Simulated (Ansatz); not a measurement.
# H8InNSi2: the cost of one run

Computed with Ansatz 0.2.0, Gaussian basis. Level: the settings change from run to run.

**1. The molecule**

An earlier PBE0-D4 in a triple-zeta def2 set relaxation fixed the geometry. In takes a core potential in def2 sets; no spin-orbit term is included.

SMILES `[SiH3][N]([SiH3])[InH2]`, 12 atoms, charge 0, spin multiplicity 1.

Atoms are counted from 1 here; the program's logs count them from 0.

Bond lengths: Si1–N2 1.727 Å, Si1–H5 1.488 Å, Si1–H6 1.491 Å, Si1–H7 1.491 Å, N2–Si3 1.727 Å, N2–In4 2.062 Å, Si3–H8 1.491 Å, Si3–H9 1.491 Å, Si3–H10 1.488 Å, In4–H11 1.708 Å, In4–H12 1.708 Å. Angles: N2–Si1–H5 109.4°, N2–Si1–H6 111.6°, N2–Si1–H7 111.7°, H5–Si1–H6 108.5°, H5–Si1–H7 108.4°, H6–Si1–H7 107.1°, Si1–N2–Si3 119.7°, Si1–N2–In4 120.2°, Si3–N2–In4 120.2°, N2–Si3–H8 111.6°, N2–Si3–H9 111.7°, N2–Si3–H10 109.3°, H8–Si3–H9 107.1°, H8–Si3–H10 108.5°, H9–Si3–H10 108.5°, N2–In4–H11 113.4°, N2–In4–H12 113.4°, H11–In4–H12 133.3°.

As a file:

```mol
H8InNSi2
  3D, bonds by distance, orders not assigned

 12 11  0  0  0  0  0  0  0  0999 V2000
   -0.2994    1.3626   -0.9499 Si  0  0
   -0.0234   -0.0719   -0.0288 N   0  0
    0.7451    0.0365    1.5139 Si  0  0
   -0.6069   -1.9064   -0.7688 In  0  0
   -0.9891    1.0080   -2.2200 H   0  0
   -1.1479    2.3380   -0.2066 H   0  0
    0.9773    2.0571   -1.2842 H   0  0
   -0.0272    0.9003    2.4527 H   0  0
    2.1144    0.6179    1.4083 H   0  0
    0.8554   -1.3241    2.1066 H   0  0
   -1.3558   -1.8122   -2.3007 H   0  0
   -0.2425   -3.2059    0.2775 H   0  0
  1  2  8  0
  2  3  8  0
  2  4  8  0
  1  5  8  0
  1  6  8  0
  1  7  8  0
  3  8  8  0
  3  9  8  0
  3 10  8  0
  4 11  8  0
  4 12  8  0
M  END
```

**2. B2PLYP/def2-mTZVPP**

Set apart from the defaults: charge +1, multiplicity 2.

The input, in.yaml:

```yaml
crystal:
  periodic: [false, false, false]
  atoms:
    - {symbol: Si, position_ang: [-0.299397, 1.362635, -0.949854]}
    - {symbol: N, position_ang: [-0.023441, -0.071855, -0.028765]}
    - {symbol: Si, position_ang: [0.745113, 0.036531, 1.513926]}
    - {symbol: In, position_ang: [-0.606899, -1.906447, -0.768840]}
    - {symbol: H, position_ang: [-0.989097, 1.008021, -2.220036]}
    - {symbol: H, position_ang: [-1.147917, 2.338043, -0.206620]}
    - {symbol: H, position_ang: [0.977345, 2.057106, -1.284181]}
    - {symbol: H, position_ang: [-0.027226, 0.900321, 2.452661]}
    - {symbol: H, position_ang: [2.114408, 0.617923, 1.408311]}
    - {symbol: H, position_ang: [0.855350, -1.324130, 2.106599]}
    - {symbol: H, position_ang: [-1.355796, -1.812218, -2.300668]}
    - {symbol: H, position_ang: [-0.242453, -3.205910, 0.277476]}
basis:
  gaussian: {orbitals: def2-mTZVPP}
total_charge: 1
magnetization: {spin_polarized: true, initial_magnetization: 1}
hamiltonian: {xc: {name: B2PLYP}}
output: {forces: true}
```

Launch:

```console
$ ansatz run in.yaml --threads 4 --pin off --events-out ev --progress --plain --max-ram 10444MiB
```

Q: Estimate wall time and peak memory on 4 threads of Arm Neoverse V1, shared host.

About 24 s, with a peak of 0.94 GiB.
